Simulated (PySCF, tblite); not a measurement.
# C2H4AlClO2, an adsorbate on a surface model (alumina monomer): infrared bands, interaction energy and NMR shifts, part 2 of 3

tblite 0.8.0 and PySCF 2.14.0. Atoms count from 0, parts from 1.

### Step 5. Shielding tensors: PBE0/pcSseg-1

The job: settings as JSON, then the geometry in Å.

```
{"job": {"kind": "nmr", "xc": "PBE0", "basis": "pcSseg-1"}, "charge": 0, "multiplicity": 1, "parts": [{"atoms": "0-5", "charge": 0, "multiplicity": 1}, {"atoms": "6-9", "charge": 0, "multiplicity": 1}]}
O     -0.010874    -1.437042     0.547877
Al    -0.484530     0.115391     0.287583
O      0.656616     1.270626    -0.031525
Cl    -2.427923     0.428045    -0.272642
H      0.273356    -2.335398     0.568689
H      0.947070     2.087314    -0.405280
C     -1.299713     0.699408     2.785043
C     -0.103054     0.592757     2.730519
H     -2.342768     0.804622     2.892122
H      0.947311     0.516700     2.773600
```

With the program's defaults for keys left out, this is: GIAO PBE0/pcSseg-1 NMR shielding, non-relativistic, gas phase.

What it wrote:

```text
coarse grid: 10072 points
cycle   1  E = -930.9428246833  dE =  6.942e-01  |g| = 1.115e+00  |ddm| = 2.966e+00
cycle   2  E = -930.6439179801  dE =  2.989e-01  |g| = 1.684e+00  |ddm| = 1.709e+00
cycle   3  E = -931.1601362355  dE = -5.162e-01  |g| = 1.499e-01  |ddm| = 1.136e+00
cycle   4  E = -931.1639763203  dE = -3.840e-03  |g| = 8.226e-02  |ddm| = 1.671e-01
cycle   5  E = -931.1652925641  dE = -1.316e-03  |g| = 3.700e-02  |ddm| = 6.841e-02
cycle   6  E = -931.1656237482  dE = -3.312e-04  |g| = 3.710e-03  |ddm| = 2.661e-02
cycle   7  E = -931.1656265036  dE = -2.755e-06  |g| = 9.564e-04  |ddm| = 3.369e-03
final grid: 89960 points
cycle   8  E = -931.2208605880  dE = -2.566e-05  |g| = 9.485e-03  |ddm| = 2.082e-02
cycle   9  E = -931.2208447714  dE =  1.582e-05  |g| = 1.340e-02  |ddm| = 1.336e-02
cycle  10  E = -931.2208760244  dE = -3.125e-05  |g| = 1.009e-03  |ddm| = 7.750e-03
cycle  11  E = -931.2208761867  dE = -1.623e-07  |g| = 4.092e-04  |ddm| = 8.776e-04
cycle  12  E = -931.2208762196  dE = -3.295e-08  |g| = 1.900e-04  |ddm| = 3.485e-04
cycle  13  E = -931.2208762287  dE = -9.089e-09  |g| = 1.560e-05  |ddm| = 1.322e-04
cycle  14  E = -931.2208762288  dE = -4.752e-11  |g| = 7.541e-06  |ddm| = 1.399e-05
converged SCF energy = -931.2208762288

GIAO shielding tensors (ppm)
atom      isotropic    diamagn.    paramagn.     s11        s22        s33       span
  0 O      313.915     390.160     -76.245    294.836    306.176    340.732     45.896
  1 Al     509.247     796.551    -287.304    436.710    541.898    549.133    112.423
  2 O      309.313     390.486     -81.173    284.015    301.972    341.953     57.938
  3 Cl     963.214    1150.773    -187.559    855.200    961.402   1073.041    217.841
  4 H       29.239      33.094      -3.855     20.969     21.063     45.685     24.716
  5 H       29.483      32.897      -3.414     21.475     21.719     45.256     23.781
  6 C       94.594     256.983    -162.389      7.740     26.513    249.529    241.789
  7 C      101.015     257.340    -156.325     18.455     24.200    260.391    241.936
  8 H       29.246      30.918      -1.672     22.653     27.520     37.566     14.913
  9 H       29.439      31.214      -1.775     23.283     27.071     37.963     14.680

== part 1 alone, relaxed ==
coarse grid: 6664 points
cycle   1  E = -853.7486262759  dE =  4.535e-01  |g| = 1.069e+00  |ddm| = 2.354e+00
cycle   2  E = -853.4709443246  dE =  2.777e-01  |g| = 1.622e+00  |ddm| = 1.422e+00
cycle   3  E = -853.9475312512  dE = -4.766e-01  |g| = 9.811e-02  |ddm| = 9.332e-01
cycle   4  E = -853.9495744947  dE = -2.043e-03  |g| = 3.555e-02  |ddm| = 1.181e-01
cycle   5  E = -853.9498157559  dE = -2.413e-04  |g| = 5.629e-03  |ddm| = 3.545e-02
cycle   6  E = -853.9498207821  dE = -5.026e-06  |g| = 2.663e-03  |ddm| = 5.885e-03
final grid: 56800 points
cycle   7  E = -853.9913894265  dE = -1.048e-05  |g| = 9.709e-03  |ddm| = 1.105e-02
cycle   8  E = -853.9913698943  dE =  1.953e-05  |g| = 1.434e-02  |ddm| = 1.233e-02
cycle   9  E = -853.9914047192  dE = -3.482e-05  |g| = 5.682e-04  |ddm| = 7.389e-03
cycle  10  E = -853.9914047567  dE = -3.753e-08  |g| = 2.093e-04  |ddm| = 4.890e-04
cycle  11  E = -853.9914047650  dE = -8.252e-09  |g| = 5.970e-05  |ddm| = 1.666e-04
cycle  12  E = -853.9914047655  dE = -5.443e-10  |g| = 1.443e-05  |ddm| = 3.942e-05
converged SCF energy = -853.9914047655

GIAO shielding tensors (ppm)
atom      isotropic    diamagn.    paramagn.     s11        s22        s33       span
  0 O      322.426     388.234     -65.807    296.190    304.198    366.891     70.701
  1 Al     484.958     795.118    -310.161    413.453    510.568    530.851    117.398
  2 O      332.603     388.354     -55.751    305.956    309.397    382.455     76.498
  3 Cl    1037.960    1148.793    -110.833    996.795    998.359   1118.727    121.932
  4 H       29.363      31.488      -2.124     21.058     21.716     45.316     24.259
  5 H       29.714      31.435      -1.721     20.928     21.536     46.678     25.750

== part 2 alone, relaxed ==
coarse grid: 3416 points
cycle   1  E = -77.1812360914  dE =  1.427e-01  |g| = 3.038e-01  |ddm| = 1.757e+00
cycle   2  E = -77.1885801970  dE = -7.344e-03  |g| = 2.527e-01  |ddm| = 6.468e-01
cycle   3  E = -77.2051572321  dE = -1.658e-02  |g| = 9.746e-03  |ddm| = 2.087e-01
cycle   4  E = -77.2051818880  dE = -2.466e-05  |g| = 1.301e-03  |ddm| = 1.303e-02
cycle   5  E = -77.2051822778  dE = -3.898e-07  |g| = 1.095e-04  |ddm| = 2.040e-03
final grid: 33160 points
cycle   6  E = -77.2188697270  dE = -1.103e-05  |g| = 2.928e-03  |ddm| = 1.416e-02
cycle   7  E = -77.2188704037  dE = -6.767e-07  |g| = 2.537e-03  |ddm| = 5.053e-03
cycle   8  E = -77.2188720756  dE = -1.672e-06  |g| = 3.275e-04  |ddm| = 2.114e-03
cycle   9  E = -77.2188720852  dE = -9.583e-09  |g| = 2.620e-04  |ddm| = 3.439e-04
cycle  10  E = -77.2188721026  dE = -1.741e-08  |g| = 6.168e-06  |ddm| = 1.563e-04
cycle  11  E = -77.2188721026  dE = -6.992e-12  |g| = 2.743e-07  |ddm| = 3.136e-06
converged SCF energy = -77.2188721026

GIAO shielding tensors (ppm)
atom      isotropic    diamagn.    paramagn.     s11        s22        s33       span
  0 C      110.504     257.581    -147.077     25.854     25.854    279.803    253.949
  1 C      110.503     257.582    -147.079     25.853     25.854    279.803    253.950
  2 H       30.685      31.603      -0.918     25.445     25.445     41.164     15.719
  3 H       30.684      31.601      -0.918     25.444     25.444     41.163     15.718
```

Run time: 28 s. Hardware: 1 thread of Intel Xeon Platinum 8259CL at 2.50GHz, shared host; peak memory 0.66 GiB.

Shifts follow as δ = σ(reference) − σ, with reference shieldings (ppm) from runs at the same level and on the same kind of geometry: ¹H TMS 31.72, ¹³C TMS 186.9, ¹⁷O H2O 336.1, ²⁷Al AlH4- 490.0, ³⁵Cl HCl 950. The references are single molecules in the gas phase, so shifts against H2O, NH3, PH3, H3PO4 or CFCl3 are not on the usual liquid scales and can be off by tens of ppm. Shifts against hydride references such as AlH4− lie on their own scale.

```csv
atoms,environment,σ (ppm),δ (ppm)
C6,"carbon bonded to C, H",94.6,92.3
C7,"carbon bonded to C, H",101.0,85.9
H4,hydrogen on an oxygen bonded to Al,29.24,2.48
H8,hydrogen on a carbon bonded to C,29.25,2.47
H9,hydrogen on a carbon bonded to C,29.44,2.28
H5,hydrogen on an oxygen bonded to Al,29.48,2.23
O2,"oxygen bonded to Al, H",309.3,26.8
O0,"oxygen bonded to Al, H",313.9,22.2
Al1,"aluminium bonded to Cl, 2 O",509.2,-19.3
Cl3,chlorine bonded to Al,963,-13
```

The run also stored atomic charges by several schemes (e):

| atoms | Mulliken | IAO | Hirshfeld | ESP fit |
| --- | --- | --- | --- | --- |
| O0 | -0.63 | -0.85 | -0.41 | -0.84 |
| Al1 | 1.17 | 1.20 | 0.51 | 0.99 |
| O2 | -0.65 | -0.85 | -0.41 | -0.83 |
| Cl3 | -0.40 | -0.40 | -0.22 | -0.36 |
| C6 | -0.05 | -0.16 | -0.03 | -0.27 |
| C7 | -0.09 | -0.18 | -0.03 | -0.22 |

Mayer bond orders: O0–Al1 0.93, Al1–O2 0.93, Al1–Cl3 0.92, C6–C7 2.50.

Against the parts alone, each relaxed by itself:

| atom | σ alone (ppm) | σ in the cluster | shift on binding (ppm) |
| --- | --- | --- | --- |
| Cl3 | 1037.96 | 963.21 | +74.75 |
| Al1 | 484.96 | 509.25 | -24.29 |
| O2 | 332.60 | 309.31 | +23.29 |
| C6 | 110.50 | 94.59 | +15.91 |
| C7 | 110.50 | 101.02 | +9.49 |
| H8 | 30.68 | 29.25 | +1.44 |
| H9 | 30.68 | 29.44 | +1.24 |
| H5 | 29.71 | 29.48 | +0.23 |
| H4 | 29.36 | 29.24 | +0.12 |

### Step 6. NMR shieldings: B97-2/aug-pcSseg-1

The job, as its differences from that of step 5:

```diff
@@ -1,2 +1,2 @@
-{"job": {"kind": "nmr", "xc": "PBE0", "basis": "pcSseg-1"}, "charge": 0, "multiplicity": 1, "parts": [{"atoms": "0-5", "charge": 0, "multiplicity": 1}, {"atoms": "6-9", "charge": 0, "multiplicity": 1}]}
+{"job": {"kind": "nmr", "xc": "B97-2", "basis": "aug-pcSseg-1", "pop": false, "grid": 3, "scf": {"level_shift": 0.3}}, "charge": 0, "multiplicity": 1, "parts": [{"atoms": "0-5", "charge": 0, "multiplicity": 1}, {"atoms": "6-9", "charge": 0, "multiplicity": 1}]}
 O     -0.010874    -1.437042     0.547877
```

Level: GIAO B97-2/aug-pcSseg-1 NMR shielding, non-relativistic, gas phase.

What it wrote:

```text
final grid: 133696 points
cycle   1  E = -931.4890731977  dE =  6.779e-01  |g| = 1.059e+00  |ddm| = 5.340e+00
cycle   2  E = -931.5646716355  dE = -7.560e-02  |g| = 9.804e-01  |ddm| = 2.198e+00
cycle   3  E = -931.7086479005  dE = -1.440e-01  |g| = 2.122e-01  |ddm| = 5.606e-01
cycle   4  E = -931.7176021813  dE = -8.954e-03  |g| = 3.713e-02  |ddm| = 3.150e-01
cycle   5  E = -931.7180065855  dE = -4.044e-04  |g| = 1.003e-02  |ddm| = 1.221e-01
cycle   6  E = -931.7180401021  dE = -3.352e-05  |g| = 4.481e-03  |ddm| = 3.224e-02
cycle   7  E = -931.7180472278  dE = -7.126e-06  |g| = 1.761e-03  |ddm| = 1.142e-02
cycle   8  E = -931.7180486932  dE = -1.465e-06  |g| = 5.436e-04  |ddm| = 5.787e-03
cycle   9  E = -931.7180489633  dE = -2.701e-07  |g| = 2.537e-04  |ddm| = 2.974e-03
cycle  10  E = -931.7180490251  dE = -6.179e-08  |g| = 1.291e-04  |ddm| = 1.347e-03
cycle  11  E = -931.7180490396  dE = -1.442e-08  |g| = 5.486e-05  |ddm| = 5.744e-04
cycle  12  E = -931.7180490428  dE = -3.206e-09  |g| = 2.620e-05  |ddm| = 2.568e-04
cycle  13  E = -931.7180490435  dE = -7.387e-10  |g| = 1.344e-05  |ddm| = 1.156e-04
level shift removed, Fock matrix diagonalised once more
converged SCF energy = -931.7180490435

GIAO shielding tensors (ppm)
atom      isotropic    diamagn.    paramagn.     s11        s22        s33       span
  0 O      303.953     395.841     -91.888    280.831    292.807    338.222     57.391
  1 Al     518.881     794.064    -275.183    447.766    551.560    557.316    109.550
  2 O      298.443     397.863     -99.420    269.643    289.783    335.902     66.259
  3 Cl     970.802    1152.159    -181.358    877.476    969.468   1065.461    187.985
  4 H       29.658      30.447      -0.789     21.634     21.754     45.586     23.953
  5 H       29.853      31.390      -1.538     22.003     22.505     45.050     23.047
  6 C       96.514     250.082    -153.569     10.421     29.305    249.816    239.395
  7 C      103.499     252.619    -149.120     21.437     28.334    260.726    239.289
  8 H       29.179      32.374      -3.195     22.587     27.624     37.326     14.739
  9 H       29.391      34.114      -4.723     23.212     27.125     37.836     14.624

== part 1 alone, relaxed ==
final grid: 85840 points
cycle   1  E = -854.2237986109  dE =  4.343e-01  |g| = 9.917e-01  |ddm| = 2.698e+00
cycle   2  E = -854.2866592192  dE = -6.286e-02  |g| = 9.185e-01  |ddm| = 1.694e+00
cycle   3  E = -854.4119649801  dE = -1.253e-01  |g| = 2.017e-01  |ddm| = 3.847e-01
cycle   4  E = -854.4199546530  dE = -7.990e-03  |g| = 3.477e-02  |ddm| = 2.197e-01
cycle   5  E = -854.4203070685  dE = -3.524e-04  |g| = 8.208e-03  |ddm| = 7.109e-02
cycle   6  E = -854.4203338001  dE = -2.673e-05  |g| = 3.237e-03  |ddm| = 1.881e-02
cycle   7  E = -854.4203387689  dE = -4.969e-06  |g| = 9.876e-04  |ddm| = 7.025e-03
cycle   8  E = -854.4203396216  dE = -8.527e-07  |g| = 6.080e-04  |ddm| = 3.496e-03
cycle   9  E = -854.4203398404  dE = -2.188e-07  |g| = 2.375e-04  |ddm| = 1.594e-03
cycle  10  E = -854.4203398902  dE = -4.982e-08  |g| = 1.030e-04  |ddm| = 7.969e-04
cycle  11  E = -854.4203399013  dE = -1.109e-08  |g| = 4.635e-05  |ddm| = 3.937e-04
cycle  12  E = -854.4203399038  dE = -2.536e-09  |g| = 2.315e-05  |ddm| = 1.901e-04
cycle  13  E = -854.4203399044  dE = -6.078e-10  |g| = 1.183e-05  |ddm| = 9.263e-05
level shift removed, Fock matrix diagonalised once more
converged SCF energy = -854.4203399044

GIAO shielding tensors (ppm)
atom      isotropic    diamagn.    paramagn.     s11        s22        s33       span
  0 O      312.761     394.400     -81.639    283.095    293.611    361.577     78.481
  1 Al     496.389     796.456    -300.067    424.156    520.967    544.044    119.888
  2 O      322.753     389.135     -66.383    289.639    297.131    381.489     91.850
  3 Cl    1039.141    1150.829    -111.687    994.260   1012.721   1110.443    116.183
  4 H       29.804      30.339      -0.535     21.545     22.457     45.411     23.867
  5 H       30.159      29.655       0.504     21.449     22.253     46.775     25.326

== part 2 alone, relaxed ==
final grid: 47856 points
cycle   1  E = -77.2746782049  dE =  1.327e-01  |g| = 2.394e-01  |ddm| = 3.266e+00
cycle   2  E = -77.2903009921  dE = -1.562e-02  |g| = 8.540e-02  |ddm| = 4.477e-01
cycle   3  E = -77.2921447628  dE = -1.844e-03  |g| = 1.388e-02  |ddm| = 1.412e-01
cycle   4  E = -77.2922494286  dE = -1.047e-04  |g| = 4.372e-03  |ddm| = 3.107e-02
cycle   5  E = -77.2922640480  dE = -1.462e-05  |g| = 1.572e-03  |ddm| = 8.264e-03
cycle   6  E = -77.2922663571  dE = -2.309e-06  |g| = 6.366e-04  |ddm| = 2.584e-03
cycle   7  E = -77.2922667563  dE = -3.992e-07  |g| = 2.587e-04  |ddm| = 9.683e-04
cycle   8  E = -77.2922668257  dE = -6.932e-08  |g| = 1.446e-04  |ddm| = 4.074e-04
cycle   9  E = -77.2922668411  dE = -1.541e-08  |g| = 5.645e-05  |ddm| = 1.801e-04
cycle  10  E = -77.2922668440  dE = -2.897e-09  |g| = 2.244e-05  |ddm| = 8.513e-05
cycle  11  E = -77.2922668445  dE = -5.425e-10  |g| = 1.023e-05  |ddm| = 3.613e-05
level shift removed, Fock matrix diagonalised once more
converged SCF energy = -77.2922668445

GIAO shielding tensors (ppm)
atom      isotropic    diamagn.    paramagn.     s11        s22        s33       span
  0 C      112.085     252.430    -140.345     28.233     28.233    279.789    251.557
  1 C      112.084     252.430    -140.346     28.232     28.232    279.789    251.557
  2 H       30.845      31.771      -0.927     25.627     25.627     41.281     15.654
  3 H       30.844      31.770      -0.927     25.626     25.626     41.279     15.654
```

Wall time 67 s (1 thread of Intel Xeon Platinum 8259CL at 2.50GHz, shared host); peak memory 0.8 GiB.

In short: δ C6 90.1, C7 83.2, O2 24.8, O0 19.3, H8 2.60, H9 2.38 ppm.

### Step 7. Counterpoise and decomposition: minimum 2 of the search, PBE0-D3(BJ)/def2-SVPD

The job: settings as JSON, then the geometry in Å.

```
{"job": {"kind": "inter", "xc": "PBE0", "basis": "def2-SVPD", "disp": "d3bj"}, "charge": 0, "multiplicity": 1, "parts": [{"atoms": "0-5", "charge": 0, "multiplicity": 1}, {"atoms": "6-9", "charge": 0, "multiplicity": 1}]}
O      0.337325    -1.424262     0.346809
Al    -0.251898     0.051326    -0.099554
O      0.752599     1.328440    -0.364620
Cl    -2.232409     0.399418    -0.360119
H      0.216103    -2.330796     0.586378
H      1.612594     1.722236    -0.373901
C     -4.775066     2.215319     1.298931
C     -5.163958     3.298571     0.982006
H     -4.430178     1.262397     1.571379
H     -5.504467     4.251168     0.702535
```

Level: PBE0-D3(BJ)/def2-SVPD interaction energy, counterpoise and uncorrected, gas phase.

What it wrote:

```text
part 1, own basis, geometry of the cluster
coarse grid: 6664 points
cycle   1  E = -853.4199267564  dE =  4.135e-01  |g| = 1.003e+00  |ddm| = 2.967e+00
cycle   2  E = -853.0885044686  dE =  3.314e-01  |g| = 1.635e+00  |ddm| = 3.093e+00
cycle   3  E = -853.6091285385  dE = -5.206e-01  |g| = 9.339e-02  |ddm| = 1.938e+00
cycle   4  E = -853.6110342743  dE = -1.906e-03  |g| = 3.568e-02  |ddm| = 2.238e-01
cycle   5  E = -853.6113689978  dE = -3.347e-04  |g| = 5.658e-03  |ddm| = 6.975e-02
cycle   6  E = -853.6113754352  dE = -6.437e-06  |g| = 2.289e-03  |ddm| = 8.008e-03
final grid: 56800 points
cycle   7  E = -853.7203702474  dE = -8.952e-06  |g| = 8.733e-03  |ddm| = 4.090e-02
cycle   8  E = -853.7203490391  dE =  2.121e-05  |g| = 1.378e-02  |ddm| = 2.308e-02
cycle   9  E = -853.7203849553  dE = -3.592e-05  |g| = 4.088e-04  |ddm| = 1.356e-02
cycle  10  E = -853.7203849909  dE = -3.564e-08  |g| = 1.566e-04  |ddm| = 8.342e-04
cycle  11  E = -853.7203849957  dE = -4.817e-09  |g| = 6.371e-05  |ddm| = 2.345e-04
cycle  12  E = -853.7203849965  dE = -7.640e-10  |g| = 7.746e-06  |ddm| = 7.700e-05
converged SCF energy = -853.7203849965

part 2, own basis, geometry of the cluster
coarse grid: 3416 points
cycle   1  E = -77.1348243441  dE =  1.268e-01  |g| = 2.832e-01  |ddm| = 6.028e+00
cycle   2  E = -77.1410630180  dE = -6.239e-03  |g| = 2.347e-01  |ddm| = 1.546e+00
cycle   3  E = -77.1565708441  dE = -1.551e-02  |g| = 1.031e-02  |ddm| = 3.338e-01
cycle   4  E = -77.1566033790  dE = -3.253e-05  |g| = 1.344e-03  |ddm| = 2.983e-02
cycle   5  E = -77.1566038134  dE = -4.344e-07  |g| = 3.302e-04  |ddm| = 1.344e-02
final grid: 33160 points
cycle   6  E = -77.1701688557  dE = -9.514e-06  |g| = 2.822e-03  |ddm| = 6.969e-02
cycle   7  E = -77.1701690082  dE = -1.524e-07  |g| = 2.840e-03  |ddm| = 8.278e-03
cycle   8  E = -77.1701710281  dE = -2.020e-06  |g| = 9.536e-04  |ddm| = 3.932e-03
cycle   9  E = -77.1701712630  dE = -2.349e-07  |g| = 9.183e-05  |ddm| = 9.183e-04
cycle  10  E = -77.1701712651  dE = -2.115e-09  |g| = 4.591e-06  |ddm| = 2.505e-04
cycle  11  E = -77.1701712651  dE = -4.462e-12  |g| = 2.775e-07  |ddm| = 1.212e-05
converged SCF energy = -77.1701712651

part 1, own basis, relaxed alone: E = -853.7205106593 (as before)

part 2, own basis, relaxed alone: E = -77.1701915538 (as before)

cluster
final grid: 89960 points
cycle   1  E = -930.8912833773  dE = -1.507e-03  |g| = 1.083e-02  |ddm| = 1.087e+00
cycle   2  E = -930.8912447790  dE =  3.860e-05  |g| = 1.703e-02  |ddm| = 6.265e-02
cycle   3  E = -930.8913168366  dE = -7.206e-05  |g| = 3.925e-03  |ddm| = 1.894e-02
cycle   4  E = -930.8913208933  dE = -4.057e-06  |g| = 4.358e-04  |ddm| = 5.281e-03
cycle   5  E = -930.8913209365  dE = -4.320e-08  |g| = 2.528e-04  |ddm| = 1.551e-03
cycle   6  E = -930.8913209488  dE = -1.227e-08  |g| = 6.396e-05  |ddm| = 3.933e-04
cycle   7  E = -930.8913209496  dE = -8.242e-10  |g| = 1.036e-05  |ddm| = 8.610e-05
converged SCF energy = -930.8913209496

part 1 in the basis of the cluster
final grid: 89960 points
cycle   1  E = -853.7209046049  dE = -5.196e-04  |g| = 1.818e-03  |ddm| = 6.425e-01
cycle   2  E = -853.7209058737  dE = -1.269e-06  |g| = 9.894e-04  |ddm| = 2.627e-02
cycle   3  E = -853.7209061386  dE = -2.648e-07  |g| = 3.520e-04  |ddm| = 2.309e-03
cycle   4  E = -853.7209061747  dE = -3.615e-08  |g| = 6.362e-05  |ddm| = 6.870e-04
cycle   5  E = -853.7209061758  dE = -1.100e-09  |g| = 5.651e-06  |ddm| = 1.250e-04
cycle   6  E = -853.7209061758  dE = -2.274e-12  |g| = 3.909e-06  |ddm| = 1.447e-05
converged SCF energy = -853.7209061758

part 2 in the basis of the cluster
final grid: 89960 points
cycle   1  E = -77.1706518953  dE = -4.806e-04  |g| = 2.443e-03  |ddm| = 7.278e-01
cycle   2  E = -77.1706554860  dE = -3.591e-06  |g| = 1.268e-03  |ddm| = 4.506e-02
cycle   3  E = -77.1706559128  dE = -4.268e-07  |g| = 5.056e-04  |ddm| = 5.055e-03
cycle   4  E = -77.1706559480  dE = -3.519e-08  |g| = 3.827e-04  |ddm| = 1.311e-03
cycle   5  E = -77.1706559860  dE = -3.805e-08  |g| = 1.965e-05  |ddm| = 3.607e-04
cycle   6  E = -77.1706559861  dE = -1.072e-10  |g| = 2.347e-06  |ddm| = 3.934e-05
converged SCF energy = -77.1706559861

Interaction energy (kcal/mol)
  counterpoise       -0.512
  uncorrected        -1.144
  dispersion part    -0.664
  deformation         0.091
  binding            -0.421

Decomposition of the uncorrected value (kcal/mol)
  electrostatic      -0.430
  Pauli               0.919
  orbital            -0.969
  dispersion         -0.664

Charge of each part in the cluster: 0.002 -0.002
```

Wall time 25 s (1 thread of Intel Xeon Platinum 8259CL at 2.50GHz, shared host); peak memory 0.59 GiB.

In short: -0.51 kcal/mol with counterpoise, basis-set superposition error 0.63.

(Part 2 of 3 ends here.)
